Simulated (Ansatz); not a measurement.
**UCCSDT(Q)/STO-3G run of SnH3O (SMILES [OH][SnH2])**

What is the energy change on altering one bond length of SnH3O at UCCSDT(Q)/STO-3G? 

The calculation is run with Ansatz 0.2.0.

58 further runs of the same task are left out: 7 that didn't finish, 51 set aside as unsound or not needed.

**1. Starting point**

SnH3O: 5 atoms, total charge 0, spin state doublet. As SMILES, `[OH][SnH2]`. The shape is that of a PBE0-D4/def2-TZVP optimisation. This is one conformer, not always the lowest.

Bond lengths: O1–Sn2 1.976 Å, O1–H3 0.960 Å, Sn2–H4 1.735 Å, Sn2–H5 1.722 Å. Angles: O1–Sn2–H4 106.9°, O1–Sn2–H5 101.9°, Sn2–O1–H3 113.3°, H4–Sn2–H5 111.7°.

**2. A single-point energy at UCCSDT(Q)/STO-3G**

input.yaml

```yaml
crystal:
  periodic: [false, false, false]
  atoms:
    - {symbol: O, position_ang: [0.707400, -0.732900, 0.861900]}
    - {symbol: Sn, position_ang: [0.104500, 0.308800, -0.705500]}
    - {symbol: H, position_ang: [0.368600, -1.631300, 0.873200]}
    - {symbol: H, position_ang: [-1.606800, 0.061300, -0.845900]}
    - {symbol: H, position_ang: [0.476300, 1.920400, -0.224900]}
basis:
  gaussian:
    orbitals: STO-3G
magnetization:
  spin_polarized: true
  initial_magnetization: 1
correlation:
  method: ccsdt_q
  frozen_orbitals: {H: 0, O: 1, Sn: 18}
accuracy: high
scf:
  omitted_lower_state_checks: [cluster_reference, increment]
```

Run with:

```bash
$ ansatz run input.yaml --threads 1 --pin off --max-ram 2610MiB --events-out events.jsonl --progress --plain --runs-dir runs
```

What it wrote, cut to the lines that bear on the results:

```text
Warning: RAYON_NUM_THREADS=1 ignored (pool sized by the plan → 1); use --threads N
Functional definition: HF
  name "HF"
[...]
640 factors; integrals over basis functions are off by at most 4.8e-9 eV
[...]
mean field -164325.07451197 eV, -6038.8351047790 hartree, gradient 3.1e-8 eV, S^2 0.753010; 0 other end points of the search recorded, 0 dependent functions left out
19 core orbitals not correlated: weight in the atoms' cores, before any rotation towards them, 1.000 or more for the frozen orbitals, at most 0.000 for the correlated occupied ones
reference -164325.07451197 eV, -6038.8351047790 hartree; 12, 11 occupied and 4, 5 virtual orbitals, 640 factors
second order -1.82891619 eV of doubles, -0.00000000 eV of singles
cycle   1  -2.22542293 eV  change   -4.0e-1 eV  update   8.2e-2
[...]
cycle  29  -2.59893124 eV  change  -1.0e-10 eV  update  9.1e-10
perturbative correction -0.00041550 eV, -0.0000152694 hartree
Total energy: -164327.67385872 eV, -6038.9306290100 hartree
Checks for a lower state left out: cluster_reference, increment
```

It took 2.7 s on 1 thread of Arm Neoverse V2, shared host; peak memory 0.18 GiB.

**3. The distorted shape, same level**

run.yaml

```yaml
crystal:
  periodic: [false, false, false]
  atoms:
    - {symbol: O, position_ang: [0.614456, -1.135773, 0.741758]}
    - {symbol: Sn, position_ang: [0.011556, -0.094073, -0.825642]}
    - {symbol: H, position_ang: [0.275656, -2.034173, 0.753058]}
    - {symbol: H, position_ang: [-1.699744, -0.341573, -0.966042]}
    - {symbol: H, position_ang: [0.476300, 1.920400, -0.224900]}
basis:
  gaussian:
    orbitals: STO-3G
magnetization:
  spin_polarized: true
  initial_magnetization: 1
correlation:
  method: ccsdt_q
  frozen_orbitals: {H: 0, O: 1, Sn: 18}
accuracy: high
scf:
  omitted_lower_state_checks: [cluster_reference, increment]
```

Run with:

```bash
$ ansatz run run.yaml --threads 1 --pin off --max-ram 2610MiB --events-out events.jsonl --progress --plain --runs-dir runs
```

What it wrote, cut to the lines that bear on the results:

```text
Warning: RAYON_NUM_THREADS=1 ignored (pool sized by the plan → 1); use --threads N
[... 2 set-up lines as earlier in the session ...]
[...]
640 factors; integrals over basis functions are off by at most 4.8e-9 eV
[...]
mean field -164323.48837956 eV, -6038.7768154879 hartree, gradient 3.7e-8 eV, S^2 0.772969; 2 other end points of the search recorded, 0 dependent functions left out
19 core orbitals not correlated: weight in the atoms' cores, before any rotation towards them, 1.000 or more for the frozen orbitals, at most 0.000 for the correlated occupied ones
reference -164323.48837956 eV, -6038.7768154879 hartree; 12, 11 occupied and 4, 5 virtual orbitals, 640 factors
second order -2.00001860 eV of doubles, -0.00000000 eV of singles
cycle   1  -2.48247758 eV  change   -4.8e-1 eV  update   9.6e-2
[...]
cycle  31  -3.00181835 eV  change   -1.5e-9 eV  update   1.9e-9
perturbative correction -0.00107313 eV, -0.0000394369 hartree
Total energy: -164326.49127104 eV, -6038.8871697145 hartree
Checks for a lower state left out: cluster_reference, increment
```

Wall time 3 s (1 thread of Arm Neoverse V2, shared host); peak memory 0.18 GiB.

**4. Results**

At UCCSDT(Q)/STO-3G, 19 core orbitals frozen:

| quantity | value |
| --- | --- |
| first shape: total energy | -6038.93063 Eh |
| first shape: correlation energy (19 core orbitals frozen) | -95.5 mEh |
| first shape: ⟨S²⟩ of the reference determinant | 0.753 |
| first shape: T1 diagnostic | 0.016 |
| distorted shape: total energy | -6038.88717 Eh |
| distorted shape: correlation energy (19 core orbitals frozen) | -110.4 mEh |
| distorted shape: ⟨S²⟩ of the reference determinant | 0.773 |
| distorted shape: T1 diagnostic | 0.021 |
| energy change with the Sn2–H5 bond stretched from 1.722 to 2.153 Å | 1.183 eV |

With the Sn2–H5 bond stretched from 1.722 to 2.153 Å the energy rises by 1.18 eV (27 kcal/mol). The first shape isn't relaxed at this level, so the change isn't measured from a minimum. The minimal basis adds a large error of its own. Relativity is left out (first shape) although the molecule holds a heavy atom. Relativity is left out (distorted shape) although the molecule holds a heavy atom.
